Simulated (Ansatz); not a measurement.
Working through a test of scalar relativity of GaO (charge +1)

Program: the Ansatz DFT code, driven from Python.

The cells in order, each with its output:

```python
import warnings

import ansatz
import numpy as np
```

```python
FUNCTIONAL = 'HF'
NET_CHARGE = 1
```

```python
warnings.simplefilter('ignore', ansatz.DeckWarning)
```

```python
geometry_ang = [
    ('Ga', (0.0, 0.0, 0.0)),
    ('O', (0.0, 0.0, 1.905)),
]
system = ansatz.Crystal.molecule()
for symbol, xyz in geometry_ang:
    system = system.atom(symbol, xyz)
```

```python
job = system.calculation().functional(FUNCTIONAL).charge(NET_CHARGE).spin('collinear', total=2).forces()
# a set contracted for a scalar-relativistic Hamiltonian goes with the relativistic run
sets = {'none': 'cc-pVTZ', 'scalar': 'cc-pVTZ-DK'}
found = {kind: job.basis(gaussian=basis).pseudopotentials(relativity=kind).run(threads=1).report for kind, basis in sets.items()}
for kind, each in found.items():
    dipole = 4.803205 * np.linalg.norm(each['charge_distribution']['dipole_moment_e_ang'])
    print(f'{kind:7s} E = {each["free_energy_ev"]:.4f} eV  dipole {dipole:.3f} D  largest force component {np.abs(each["forces_ev_ang"]).max():.4f} eV/A')
print(f'relativity lowers the total energy by {found["none"]["free_energy_ev"] - found["scalar"]["free_energy_ev"]:.3f} eV')
```

    none    E = -54364.1177 eV  dipole 2.058 D  largest force component 1.0224 eV/A
    scalar  E = -54880.4271 eV  dipole 1.773 D  largest force component 1.4243 eV/A
    relativity lowers the total energy by 516.309 eV

Notes:
- Total energies depend on the basis set; only differences at equal settings carry meaning.
- The geometry is a force-field or estimated start, not a minimum of this method. The basis set changes with the Hamiltonian (a set recontracted for scalar relativity), and most of the change in the total lies in the cores.
- The species is open-shell (spin multiplicity 3).
- An ion's dipole depends on the origin; the program takes it about the centre of nuclear charge.
- The spin state was assumed, and another may lie lower.
- Hardware and time: 8.3 s on 1 thread of Arm Neoverse V1, with other jobs on the host, peak memory 0.2 GiB.
